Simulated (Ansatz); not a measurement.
**SiC: strong compression**

How does SiC (zincblende type) answer strong compression? The runs shown use PAW. Its runs: cell relaxed at zero pressure (PAW); volume scaled by 1 (PAW and PAW (core large)); volume scaled by 0.94 (PAW); volume scaled by 0.88 (PAW); volume scaled by 0.8 (PAW); volume scaled by 0.72 (PAW and PAW (partial_waves polarizable)); volume scaled by 0.64 (PAW); volume scaled by 0.55 (PAW and PAW (source ansatz)).

Method: DFT LDA, with the methods named in each step, in Ansatz 0.2.0.

**1. The system as given**

Symmetry: F-43m, No. 216, cubic system. Conventional cell: a = 4.323 Å, b = 4.323 Å, c = 4.323 Å, α = 90.00°, β = 90.00°, γ = 90.00°. Si (site symmetry -43m) has 4 C at 1.87 Å as nearest neighbours. C (site symmetry -43m) has 4 Si at 1.87 Å as nearest neighbours.

Coordinates:

```cif
data_structure
_symmetry_space_group_name_H-M 'P 1'
_symmetry_Int_Tables_number 1
_cell_length_a 3.0570
_cell_length_b 3.0570
_cell_length_c 3.0570
_cell_angle_alpha 60.000
_cell_angle_beta 60.000
_cell_angle_gamma 60.000
_cell_volume 20.20
loop_
_atom_site_label
_atom_site_type_symbol
_atom_site_fract_x
_atom_site_fract_y
_atom_site_fract_z
_atom_site_occupancy
Si1 Si 0.00000 0.00000 0.00000 1
C1 C 0.25000 0.25000 0.25000 1
```

Whether this phase is the stable one at these pressures isn't tested.

Atoms are numbered in the order of the input: Si1, C2.

**2. Cell relaxed at zero pressure, PAW**

input.yaml reads:

```yaml
crystal:
  lattice:
    - [0.0, 2.1616189057, 2.1616189057]
    - [2.1616189057, 0.0, 2.1616189057]
    - [2.1616189057, 2.1616189057, 0.0]
  atoms:
    - { symbol: Si, position: [0.0, 0.0, 0.0] }
    - { symbol: C, position: [0.25, 0.25, 0.25] }
kpoints:
  mp_grid: { grid: [17, 17, 17] }
scf:
  occupations: { method: fermi_dirac, width: 0.05 }
hamiltonian:
  xc: lda
  pseudopotentials: { kind: paw }
output:
  forces: true
  stress: true
  write_density: true
  write_potential: true
  elf: true
  volumetric_format: npy
relax:
  f_tol: 0.005
  max_steps: 40
  cell: {}
```

Launch:

```console
> ansatz run input.yaml --threads 1 --pin off --max-ram 2048MiB --backend cpu --events-out ev --progress --plain --runs-dir out
```

The runs that follow: Volume scaled by 1, PAW; Volume scaled by 1, PAW (core large); Volume scaled by 0.94, PAW; Volume scaled by 0.88, PAW; Volume scaled by 0.8, PAW; Volume scaled by 0.72, PAW; Volume scaled by 0.72, PAW (partial_waves polarizable); Volume scaled by 0.64, PAW; Volume scaled by 0.55, PAW; Volume scaled by 0.55, PAW (source ansatz).

Before running it: what results should come out? Wanted: PAW pressure at 0.55 of the volume; fitted bulk modulus at zero pressure.

**Answer**, as computed:

```
                                  quantity      value
        PAW pressure at 0.55 of the volume  410.7 GPa
fitted bulk modulus at zero pressure (PAW)    233 GPa
                   its pressure derivative       3.70
```

In words: By PAW the pressure climbs to 411 GPa at 0.55 of the first volume. One third-order Birch-Murnaghan curve follows these points (B₀ = 233 GPa, B′ = 3.70, misfit at most 0.31 GPa). A fit over so wide a range leans to the high pressures, so B₀ can be off by several per cent. The gap goes from 1.30 to 0.54 eV. No all-electron run checks these rows here, and frozen cores can fail under such compression. The ions are at rest, and the electrons smeared by 0.05 eV.
